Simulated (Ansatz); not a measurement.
**Pb: a relaxation**

The task is a relaxation on Pb. The structure is shown as the input types it.

Program: Ansatz 0.2.0. Level of theory: DFT, LDA, PAW with Ansatz's default frozen-core files, scalar-relativistic; relaxation of cell and atoms. These are calculated values, not measurements.

## (1) Starting point

Symmetry: P6_3/mmc, No. 194, hexagonal system. The conventional cell has a = 3.480 Å, b = 3.480 Å, c = 5.590 Å, α = 90.00°, β = 90.00°, γ = 120.00°. Pb (site symmetry -6m2) is surrounded by 12 Pb at 3.44 to 3.48 Å.

Structure file:

```cif
data_structure
_symmetry_space_group_name_H-M 'P 1'
_symmetry_Int_Tables_number 1
_cell_length_a 3.4800
_cell_length_b 3.4800
_cell_length_c 5.5900
_cell_angle_alpha 90.000
_cell_angle_beta 90.000
_cell_angle_gamma 120.000
_cell_volume 58.63
loop_
_atom_site_label
_atom_site_type_symbol
_atom_site_fract_x
_atom_site_fract_y
_atom_site_fract_z
_atom_site_occupancy
Pb1 Pb 0.33333 0.66667 0.25000 1
Pb2 Pb 0.66667 0.33333 0.75000 1
```

## (2) Running it

Contents of input.yaml:

```yaml
crystal:
  lattice:
    - [3.48000000001, 0.0, 0.0]
    - [-1.74000000001, 3.01376840518, 0.0]
    - [0.0, 0.0, 5.59]
  atoms:
    - { symbol: Pb, position: [0.333333333333, 0.666666666667, 0.25] }
    - { symbol: Pb, position: [0.666666666667, 0.333333333333, 0.75] }
kpoints:
  mp_grid: { grid: [14, 14, 8] }
scf:
  occupations: { method: fermi_dirac, width: 0.05 }
  mixing: { algorithm: anderson, beta: 0.005, ndim: 1 }
  max_iter: 100
hamiltonian:
  xc: lda
  pseudopotentials: { kind: paw }
relax:
  f_tol: 0.002
  max_steps: 80
  cell: {}
output:
  forces: true
  stress: true
```

Run with:

```bash
ansatz run input.yaml --threads 1 --pin off --max-ram 3072MiB --backend cpu --events-out ev --progress --plain --runs-dir out
```

The log of the run:

```text
Engine: ansatz 0.2.0
Pseudopotentials: kind: paw
Pseudopotential: Pb, paw, valence charge 14, recommended cutoff 420 eV (normal), Pb.paw.azcp
Functional definition: SPW92
  exchange = slater_x
  correlation = pw_c
Crystal: 2 atoms, lattice volume = 58.627 Å³
Basis set: ecut = 420 eV, 1117 PW (Γ)
Bands: 18, of which v1, the nominal top of the filled ones, is band 14 counted from 1 (13 counted from 0)
Symmetry: 24 space group operations
Space group: P63/mmc (ITA 194), of the structure as read, at distance tolerance 3.9e-5 Å
k-points: 120 of 1568
Non-local potential: Pb, projectors of the file, l = 0: 2, l = 1: 2, l = 2: 2, l = 3: 2
PAW form: soft (Blöchl's): semilocal exchange-correlation on the pseudo side does not see the compensation charge
PAW frozen core: Pb, regenerated for the run's functional, and the local potential with it (the file was generated under x = pbe(κ = 0.804, μ = 0.2195149727645171), c = pbe(β = 0.06672455060314922))
PAW one-centre angular grid: Pb, 590 points (default); XC on 64 Gauss nodes
Initial density: superposition of atomic densities (neutral atoms: chi_scale 0, normalization atom), corrected by the library's trained network
Initial wavefunctions: pseudopotential atomic-orbital guess
Functional: x = slater, c = lda
SCF iter   1: F=—  HF=-23204.689093 eV  |F-HF|=—  |Δ(HF+E_count)|=         —  Δρ=4.87e-3  dr2=8.30e-3  ethr=1.77e-3  ⟨swp⟩=6.3  Hψ=10492  notcnv=0
preconditioner: auto → Kerker (q_TF=auto, 2.412 Å⁻¹)  [metal: Δε(μ)=0.006 eV  Ē_g=16.778 eV  σ=0.050 eV  W_gap=0.03  n_scr=22 (ndim 1)  ℏωp=25.7 eV  f_vac=0.000  D(μ)=1.23/eV (n_scr^D=2)]
SCF iter   2: F=—  HF=-23204.687153 eV  |F-HF|=—  |Δ(HF+E_count)|=   1.94e-3  Δρ=5.19e-3  dr2=9.48e-3  ethr=2.96e-5  ⟨swp⟩=1.4  Hψ=3331  notcnv=0  defer=1
SCF iter   3: F=—  HF=-23204.687137 eV  |F-HF|=—  |Δ(HF+E_count)|=   1.56e-5  Δρ=5.15e-3  dr2=9.34e-3  ethr=2.96e-5  ⟨swp⟩=1.0  Hψ=2139  notcnv=0  defer=1
SCF iter   4: F=—  HF=-23204.687108 eV  |F-HF|=—  |Δ(HF+E_count)|=   2.89e-5  Δρ=5.13e-3  dr2=9.25e-3  ethr=2.96e-5  ⟨swp⟩=1.0  Hψ=2139  notcnv=0  defer=1
SCF iter   5: F=—  HF=-23204.687079 eV  |F-HF|=—  |Δ(HF+E_count)|=   2.95e-5  Δρ=5.10e-3  dr2=9.15e-3  ethr=2.96e-5  ⟨swp⟩=1.0  Hψ=2139  notcnv=0  defer=1
SCF iter   6: F=—  HF=-23204.687049 eV  |F-HF|=—  |Δ(HF+E_count)|=   2.93e-5  Δρ=5.07e-3  dr2=9.06e-3  ethr=2.96e-5  ⟨swp⟩=1.0  Hψ=2139  notcnv=0  defer=1
SCF iter   7: F=—  HF=-23204.687020 eV  |F-HF|=—  |Δ(HF+E_count)|=   2.94e-5  Δρ=5.05e-3  dr2=8.96e-3  ethr=2.96e-5  ⟨swp⟩=1.0  Hψ=2139  notcnv=0  defer=1
SCF iter   8: F=—  HF=-23204.686991 eV  |F-HF|=—  |Δ(HF+E_count)|=   2.91e-5  Δρ=5.02e-3  dr2=8.87e-3  ethr=2.96e-5  ⟨swp⟩=1.0  Hψ=2139  notcnv=0  defer=1
SCF iter   9: F=—  HF=-23204.686962 eV  |F-HF|=—  |Δ(HF+E_count)|=   2.93e-5  Δρ=4.99e-3  dr2=8.78e-3  ethr=2.96e-5  ⟨swp⟩=1.0  Hψ=2139  notcnv=0  defer=1
SCF iter  10: F=—  HF=-23204.686934 eV  |F-HF|=—  |Δ(HF+E_count)|=   2.78e-5  Δρ=4.97e-3  dr2=8.69e-3  ethr=2.96e-5  ⟨swp⟩=1.0  Hψ=2139  notcnv=0  defer=1
SCF iter  11: F=—  HF=-23204.686905 eV  |F-HF|=—  |Δ(HF+E_count)|=   2.85e-5  Δρ=4.94e-3  dr2=8.60e-3  ethr=2.96e-5  ⟨swp⟩=1.0  Hψ=2139  notcnv=0  defer=1
SCF iter  12: F=—  HF=-23204.686878 eV  |F-HF|=—  |Δ(HF+E_count)|=   2.77e-5  Δρ=4.92e-3  dr2=8.51e-3  ethr=2.96e-5  ⟨swp⟩=1.0  Hψ=2139  notcnv=0  defer=1
SCF iter  13: F=—  HF=-23204.686850 eV  |F-HF|=—  |Δ(HF+E_count)|=   2.72e-5  Δρ=4.89e-3  dr2=8.42e-3  ethr=2.96e-5  ⟨swp⟩=1.0  Hψ=2139  notcnv=0  defer=1
SCF iter  14: F=—  HF=-23204.686823 eV  |F-HF|=—  |Δ(HF+E_count)|=   2.74e-5  Δρ=4.87e-3  dr2=8.34e-3  ethr=2.96e-5  ⟨swp⟩=1.0  Hψ=2139  notcnv=0  defer=1
SCF iter  15: F=—  HF=-23204.686796 eV  |F-HF|=—  |Δ(HF+E_count)|=   2.69e-5  Δρ=4.84e-3  dr2=8.25e-3  ethr=2.96e-5  ⟨swp⟩=1.0  Hψ=2139  notcnv=0  defer=1
SCF iter  16: F=—  HF=-23204.686769 eV  |F-HF|=—  |Δ(HF+E_count)|=   2.67e-5  Δρ=4.82e-3  dr2=8.17e-3  ethr=2.95e-5  ⟨swp⟩=1.0  Hψ=2139  notcnv=0  defer=1
SCF iter  17: F=—  HF=-23204.686742 eV  |F-HF|=—  |Δ(HF+E_count)|=   2.70e-5  Δρ=4.79e-3  dr2=8.08e-3  ethr=2.92e-5  ⟨swp⟩=1.0  Hψ=2139  notcnv=0  defer=1
SCF iter  18: F=—  HF=-23204.686715 eV  |F-HF|=—  |Δ(HF+E_count)|=   2.77e-5  Δρ=4.77e-3  dr2=8.00e-3  ethr=2.89e-5  ⟨swp⟩=1.0  Hψ=2139  notcnv=0  defer=1
SCF iter  19: F=—  HF=-23204.686688 eV  |F-HF|=—  |Δ(HF+E_count)|=   2.68e-5  Δρ=4.74e-3  dr2=7.92e-3  ethr=2.86e-5  ⟨swp⟩=1.0  Hψ=2139  notcnv=0  defer=1
SCF iter  20: F=—  HF=-23204.686662 eV  |F-HF|=—  |Δ(HF+E_count)|=   2.57e-5  Δρ=4.72e-3  dr2=7.83e-3  ethr=2.83e-5  ⟨swp⟩=1.0  Hψ=2139  notcnv=0  defer=1
SCF iter  21: F=—  HF=-23204.686636 eV  |F-HF|=—  |Δ(HF+E_count)|=   2.65e-5  Δρ=4.69e-3  dr2=7.75e-3  ethr=2.80e-5  ⟨swp⟩=1.0  Hψ=2139  notcnv=0  defer=1
SCF iter  22: F=—  HF=-23204.686610 eV  |F-HF|=—  |Δ(HF+E_count)|=   2.61e-5  Δρ=4.67e-3  dr2=7.67e-3  ethr=2.77e-5  ⟨swp⟩=1.0  Hψ=2139  notcnv=0  defer=1
SCF iter  23: F=—  HF=-23204.686584 eV  |F-HF|=—  |Δ(HF+E_count)|=   2.57e-5  Δρ=4.64e-3  dr2=7.59e-3  ethr=2.74e-5  ⟨swp⟩=1.0  Hψ=2139  notcnv=0  defer=1
SCF iter  24: F=—  HF=-23204.686558 eV  |F-HF|=—  |Δ(HF+E_count)|=   2.57e-5  Δρ=4.62e-3  dr2=7.52e-3  ethr=2.71e-5  ⟨swp⟩=1.0  Hψ=2139  notcnv=0  defer=1
SCF iter  25: F=—  HF=-23204.686533 eV  |F-HF|=—  |Δ(HF+E_count)|=   2.50e-5  Δρ=4.60e-3  dr2=7.44e-3  ethr=2.68e-5  ⟨swp⟩=1.0  Hψ=2139  notcnv=0  defer=1
SCF iter  26: F=—  HF=-23204.686509 eV  |F-HF|=—  |Δ(HF+E_count)|=   2.47e-5  Δρ=4.57e-3  dr2=7.36e-3  ethr=2.66e-5  ⟨swp⟩=1.0  Hψ=2139  notcnv=0  defer=1
SCF iter  27: F=—  HF=-23204.686484 eV  |F-HF|=—  |Δ(HF+E_count)|=   2.50e-5  Δρ=4.55e-3  dr2=7.29e-3  ethr=2.63e-5  ⟨swp⟩=1.0  Hψ=2139  notcnv=0  defer=1
SCF iter  28: F=—  HF=-23204.686459 eV  |F-HF|=—  |Δ(HF+E_count)|=   2.46e-5  Δρ=4.52e-3  dr2=7.21e-3  ethr=2.60e-5  ⟨swp⟩=1.0  Hψ=2139  notcnv=0  defer=1
SCF iter  29: F=—  HF=-23204.686435 eV  |F-HF|=—  |Δ(HF+E_count)|=   2.39e-5  Δρ=4.50e-3  dr2=7.14e-3  ethr=2.58e-5  ⟨swp⟩=1.0  Hψ=2139  notcnv=0  defer=1
SCF iter  30: F=—  HF=-23204.686412 eV  |F-HF|=—  |Δ(HF+E_count)|=   2.34e-5  Δρ=4.48e-3  dr2=7.07e-3  ethr=2.55e-5  ⟨swp⟩=1.0  Hψ=2139  notcnv=0  defer=1
SCF iter  31: F=—  HF=-23204.686388 eV  |F-HF|=—  |Δ(HF+E_count)|=   2.33e-5  Δρ=4.46e-3  dr2=6.99e-3  ethr=2.52e-5  ⟨swp⟩=1.0  Hψ=2139  notcnv=0  defer=1
SCF iter  32: F=—  HF=-23204.686409 eV  |F-HF|=—  |Δ(HF+E_count)|=   2.04e-5  Δρ=4.43e-3  dr2=6.92e-3  ethr=3.57e-6  ⟨swp⟩=1.0  Hψ=4779  notcnv=0
Mixer restart at iter 32: flushing history
iteration 32: the SCF's residuals had fallen too slowly under its mixing. It goes on by minimising its free energy, and can end on another state than longer mixing would; under `scf.algorithm: density_mixing` no SCF does so, but by `scf.convergence.dm_fallback`
SCF iter  33: F=—  HF=-23204.685319 eV  |F-HF|=—  |Δ(HF+E_count)|=   1.09e-3  Δρ=2.24e-3  dr2=2.38e-3  ethr=3.57e-6  ⟨swp⟩=1.0  Hψ=12133  notcnv=0
SCF iter  34: F=—  HF=-23204.684180 eV  |F-HF|=—  |Δ(HF+E_count)|=   1.14e-3  Δρ=1.04e-4  dr2=9.40e-6  ethr=3.57e-6  ⟨swp⟩=1.0  Hψ=4800  notcnv=0
SCF iter  35: F=-23204.684175 eV  HF=-23204.684175 eV  |F-HF|=1.10e-8  |Δ(HF+E_count)|=   4.79e-6  Δρ=5.71e-6  dr2=1.63e-8  ethr=3.57e-10  ⟨swp⟩=4.3  Hψ=8708  notcnv=0
SCF iter  36: F=-23204.684175 eV  HF=-23204.684175 eV  |F-HF|=1.10e-8  |Δ(HF+E_count)|=  3.64e-12  Δρ=5.71e-6  dr2=1.63e-8  ethr=5.82e-11  ⟨swp⟩=2.4  Hψ=8712  notcnv=0
SCF 1 converged in 36 iterations: F = -23204.684175 eV  dr2 = 1.63e-8
relax step   1: F+E_penalty+E_count = -23204.68417540 eV  Δ(F+E_penalty+E_count) = +0.000e0 eV  max|allowed force component| = 3.701e-17 eV/Å  Δτ_max = 0.0000 Å  P = -0.678 GPa  Ω = 58.627 Å³  (36 SCF iters, dr2 threshold 1.00e-7 eV, accepted)
[... 44 lines left out ...]
relax step   2: F+E_penalty+E_count = -23204.69302473 eV  Δ(F+E_penalty+E_count) = -8.849e-3 eV  max|allowed force component| = 4.626e-17 eV/Å  Δτ_max = 0.0000 Å  P = +0.064 GPa  Ω = 57.653 Å³  energy of the carried Pulay correction = +1.243e-4 eV  (35 SCF iters, dr2 threshold 2.00e-7 eV, accepted)
[... 33 lines left out ...]
relax step   4: F+E_penalty+E_count = -23204.69518247 eV  Δ(F+E_penalty+E_count) = -3.340e-4 eV  max|allowed force component| = 7.633e-17 eV/Å  Δτ_max = 0.0000 Å  P = -0.013 GPa  Ω = 57.683 Å³  energy of the carried Pulay correction = +1.207e-4 eV  (34 SCF iters, dr2 threshold 2.00e-7 eV, accepted)
[... 41 lines left out ...]
relax step   5: F+E_penalty+E_count = -23204.69507612 eV  Δ(F+E_penalty+E_count) = +1.063e-4 eV  max|allowed force component| = 8.327e-17 eV/Å  Δτ_max = 0.0000 Å  P = -0.014 GPa  Ω = 57.683 Å³  stress off target by 2.86e-2 GPa  SCF on the basis re-selected at this cell (its energy is not comparable with the rows above)  (35 SCF iters)
basis re-selected at this cell: Δ(F+E_penalty+E_count) = +1.063e-4 eV, ΔP = -0.002 GPa vs the last step (what re-selecting the basis moved, of the pressure what is left beyond the Pulay correction that the steps carried, after the strain that the cell walked since its last selection, with what the two solves' SCF thresholds leave and, on support functions, any second-order correction that the steps lacked; it is no measure of the basis error at this ecutwfc). This SCF's stress stands 2.86e-2 GPa from its target on what of the cell is left free (relax.cell.stress_tol is 5.00e-2 GPa) and its largest allowed force component is 8.33e-17 eV/Å (relax.f_tol is 2.00e-3 eV/Å): within both
SCF converged after 35 iterations
Free energy (F): -23204.695076 eV
Harris-Foulkes:  -23204.695076 eV  (|F-HF|=1.09e-11)
Internal energy: -23204.685933 eV  (E = F + TS)
E sigma→0 (E₀):  -23204.690505 eV
Entropy (-TS):   -0.009143 eV (-4.571 meV/atom)
Fermi energy:    11.327393 eV
--- Per-component energies (eV) ---
  E_band       = -62.252751
  E_kinetic    = 580.775507
  E_local      = -1972.032496  (includes V_loc(G=0)·N_el)
  E_nonlocal   = 707.337354
  E_hartree    = 781.785745
  E_xc         = -439.298377
  E_vxc        = -268.375886  (∫ρ·V_xc dr)
  E_paw        = -20205.231526  (= ΣΔE_a)
  E_vpaw       = -673.528729  (= ΣTr[D̂ρ^β])
  E_aug_tail   = 0.000081  (compensation charges beyond the density's cutoff)
  E_ewald      = -2657.866795
  E_core_change = -0.155427  (= ΣΔE_core)
  E_smearing   = -0.009143  (= −TS)
  E_closure    = -0.000000  (closes the sum)
  Σ components = -23204.695076   (vs F -23204.695076, Δ=0.00e0)
--- Forces (eV/Å), atoms counted from 1 ---
  atom   1  Pb     0.00000000     0.00000000     0.00000000
  atom   2  Pb    -0.00000000    -0.00000000    -0.00000000
  max |Σ_I F_I| component: 1.85e-17 eV/Å
--- Stress (GPa, compression-positive) ---
       -0.028638      -0.000000      -0.000000
        0.000000      -0.028638      -0.000000
       -0.000000      -0.000000       0.013822
  P = ⅓ Tr σ = -0.0145 GPa (-0.145 kbar)
--- Band table (eV; the first three rows and the last of 120) ---
  k-point 0: bands = ["-5.7156", "-5.6838", "-5.6519", "-5.6519", "-5.6287", "-5.6287", "-5.5429", "-5.5429", "-5.3664", "-5.3664", "-0.7912", "2.9117", "6.8657", "17.3903", "17.3903", "18.7869", "19.2041", "19.2041"]
  k-point 1: bands = ["-5.7133", "-5.6837", "-5.6563", "-5.6563", "-5.6321", "-5.6321", "-5.5309", "-5.5309", "-5.3706", "-5.3706", "-0.7148", "2.5690", "7.3704", "17.4506", "17.4506", "17.7531", "19.1296", "19.1296"]
  k-point 2: bands = ["-5.7072", "-5.6841", "-5.6635", "-5.6635", "-5.6411", "-5.6411", "-5.5021", "-5.5021", "-5.3833", "-5.3833", "-0.4849", "1.8511", "8.5729", "15.8382", "17.6263", "17.6263", "18.9164", "18.9164"]
  k-point 119: bands = ["-5.7009", "-5.7009", "-5.5814", "-5.5814", "-5.5429", "-5.5429", "-5.4737", "-5.4737", "-5.3559", "-5.3559", "4.2872", "4.2872", "8.6125", "8.6125", "10.0462", "10.0462", "16.1830", "16.1830"]
--- Relaxed structure (4 steps of the walk, 4 accepted, 1 SCFs on fresh bases) ---
  F+E_penalty+E_count = -23204.69507612 eV   max|allowed force component| = 8.327e-17 eV/Å   (the final SCF, on the basis selected at the relaxed cell)
  cell:  # Å, volume = 57.6829 Å³
    - [3.4176037417637217, 2.835040412366689e-12, 0.0]
    - [-1.7088018708843158, 2.9597316604347177, 0.0]
    - [0.0, 0.0, 5.7025976360536195]
  atoms:
    - { symbol: Pb, position: [0.33333333333333337, 0.6666666666666666, 0.25] }
    - { symbol: Pb, position: [0.6666666666666667, 0.33333333333333326, 0.7499999999999999] }
```

Caution: the run may have ended on a state that is not the lowest.

It took 38 s on 1 thread of AMD EPYC 9R45 (Zen 5), shared host; peak memory 0.61 GiB.

## (3) Can this be trusted?

The program finished normally, with warnings (minimisation begun). That alone doesn't make the input a sound one.

In the input, scf.mixing.algorithm is anderson; scf.mixing.beta is 0.005; scf.mixing.ndim is 1. What could go wrong: mixing too weak. The program gave up mixing and finished by direct minimisation, so the setting itself did not converge. Several mixing settings were changed at once, so this run can't tell how much each is to blame.

Run again and compare: delete scf.mixing.algorithm, scf.mixing.beta and scf.mixing.ndim (the default then holds).

## (4) A check with that setting changed

Other changes include scf.max_iter, output requests.

Edit input.yaml of step 2 so:

```diff
@@ -12,4 +12,2 @@
   occupations: { method: fermi_dirac, width: 0.05 }
-  mixing: { algorithm: anderson, beta: 0.005, ndim: 1 }
-  max_iter: 100
 hamiltonian:
@@ -24 +22,5 @@
   stress: true
+  write_density: true
+  write_potential: true
+  elf: true
+  volumetric_format: npy
```

Run with:

```bash
ansatz run input.yaml --threads 1 --pin off --max-ram 3072MiB --backend cpu --events-out ev --progress --plain --runs-dir out
```

From the output:

```text
[...]
Basis set: ecut = 420 eV, 1117 PW (Γ)
[...]
k-points: 120 of 1568
[...]
SCF iter   1: F=—  HF=-23204.689093 eV  |F-HF|=—  |Δ(HF+E_count)|=         —  Δρ=4.87e-3  dr2=8.30e-3  ethr=1.77e-3  ⟨swp⟩=6.3  Hψ=10492  notcnv=0
preconditioner: auto → Kerker (q_TF=auto, 2.412 Å⁻¹)  [metal: Δε(μ)=0.006 eV  Ē_g=16.778 eV  σ=0.050 eV  W_gap=0.03  n_scr=22 (ndim 8)  ℏωp=25.7 eV  f_vac=0.000  D(μ)=1.23/eV (n_scr^D=2)]
SCF iter   2: F=—  HF=-23204.685096 eV  |F-HF|=—  |Δ(HF+E_count)|=   4.00e-3  Δρ=2.74e-3  dr2=2.69e-3  ethr=2.96e-5  ⟨swp⟩=1.5  Hψ=3338  notcnv=0  defer=2
[...]
relax step   1: F+E_penalty+E_count = -23204.68417540 eV  Δ(F+E_penalty+E_count) = +0.000e0 eV  max|allowed force component| = 2.776e-17 eV/Å  Δτ_max = 0.0000 Å  P = -0.678 GPa  Ω = 58.627 Å³  (7 SCF iters, dr2 threshold 1.00e-7 eV, accepted)
[...]
Basis set: ecut = 420 eV, 1099 PW (Γ)
[...]
relax step   2: F+E_penalty+E_count = -23204.69302435 eV  Δ(F+E_penalty+E_count) = -8.849e-3 eV  max|allowed force component| = 4.163e-17 eV/Å  Δτ_max = 0.0000 Å  P = +0.064 GPa  Ω = 57.653 Å³  energy of the carried Pulay correction = +1.243e-4 eV  (4 SCF iter
[...]
Basis set: ecut = 420 eV, 1123 PW (Γ)
[...]
relax step   3: F+E_penalty+E_count = -23204.69484615 eV  Δ(F+E_penalty+E_count) = -1.822e-3 eV  max|allowed force component| = 3.701e-17 eV/Å  Δτ_max = 0.0000 Å  P = -0.055 GPa  Ω = 57.728 Å³  energy of the carried Pulay correction = +1.150e-4 eV  (4 SCF iter
[...]
relax step   4: F+E_penalty+E_count = -23204.69518245 eV  Δ(F+E_penalty+E_count) = -3.363e-4 eV  max|allowed force component| = 1.850e-17 eV/Å  Δτ_max = 0.0000 Å  P = -0.013 GPa  Ω = 57.683 Å³  energy of the carried Pulay correction = +1.207e-4 eV  (3 SCF iter
[...]
SCF iter   4: F=—  HF=-23204.695076 eV  |F-HF|=—  |Δ(HF+E_count)|=  4.00e-10  Δρ=6.96e-7  dr2=2.49e-10  ethr=1.61e-11  ⟨swp⟩=1.7  Hψ=2345  notcnv=0
SCF iter   5: F=-23204.695076 eV  HF=-23204.695076 eV  |F-HF|=3.64e-12  |Δ(HF+E_count)|=  5.82e-11  Δρ=5.86e-8  dr2=1.31e-12  ethr=1.00e-12  ⟨swp⟩=5.1  Hψ=11582  notcnv=0
[...]
relax step   5: F+E_penalty+E_count = -23204.69507610 eV  Δ(F+E_penalty+E_count) = +1.063e-4 eV  max|allowed force component| = 4.626e-17 eV/Å  Δτ_max = 0.0000 Å  P = -0.015 GPa  Ω = 57.683 Å³  stress off target by 2.88e-2 GPa  SCF on the basis re-selected at 
[...]
SCF converged after 5 iterations
Free energy (F): -23204.695076 eV
[...]
E sigma→0 (E₀):  -23204.690505 eV
[...]
Fermi energy:    11.327350 eV
[...]
  P = ⅓ Tr σ = -0.0146 GPa (-0.146 kbar)
[...]
--- Relaxed structure (4 steps of the walk, 4 accepted, 1 SCFs on fresh bases) ---
[...]
```

It took 7.4 s on 1 thread of AMD EPYC 9R45 (Zen 5), shared host; peak memory 0.46 GiB.

Density in a lattice plane of the grid's cell (edges 3.42 and 5.70 Å, at 0.333 of the third edge), which holds Pb.

Ten even steps from ' ' (0.08 e/Å³) to '@' (9.50 e/Å³):
```
                            
                  ....      
              ..::----::..  
            ..::++####==::  
            ..--##@@@@++::..
            ..::++####==::  
              ..::----::..  
                  ....      
                            
                            
                            
                            
                            
                            
                            
                            
                            
                            
                            
                            
```
Columns run along the first of these edges and rows up along the second, over one cell in 14 and 20 even steps from the bottom left corner. Atoms in the plane (fractional): Pb at (0.67, 0.75).

ELF in the same plane.

Ten even steps from '0' (0.00) to '9' (0.41):
```
54444678888876
75446789999998
86557899645799
87557996100279
87557994000169
87557996100279
86557899645799
75446789999998
54444678888876
44444456777665
56666544555444
77887654444456
88888765444467
89999876444567
89999876544567
89999876444567
88888765444467
77887654444456
56666544555545
44444456777665
```
Columns run along the first of these edges and rows up along the second, over one cell in 14 and 20 even steps from the bottom left corner. Atoms in the plane (fractional): Pb at (0.67, 0.75).

Both are smooth fields of the valence electrons: close to the nuclei they are not physical.

```csv
run,ending,energy change,pressure (GPa),gap (eV),force (eV/Å),cycles,time
first try,converged,0.0 meV/atom,0.0,0.00,0.00,174,38 s
second try,converged,0,0.0,0.00,0.00,23,7.4 s
```

## (5) What came out

| quantity | value |
| --- | --- |
| first try | converged |
| setting under test | mixing.algorithm anderson, mixing.beta 0.005, mixing.ndim 1 |
| second try | converged |
| energy (zero set by the potentials) | -23204.6951 eV |
| pressure | -0.01 GPa |
| gap on the mesh | none (metal on this mesh) |
| largest force | 0.000 eV/Å |

**Reading.** Both runs end at the same energy: the doubtful setting did not spoil the result here, but it cost 174 cycles against 23.
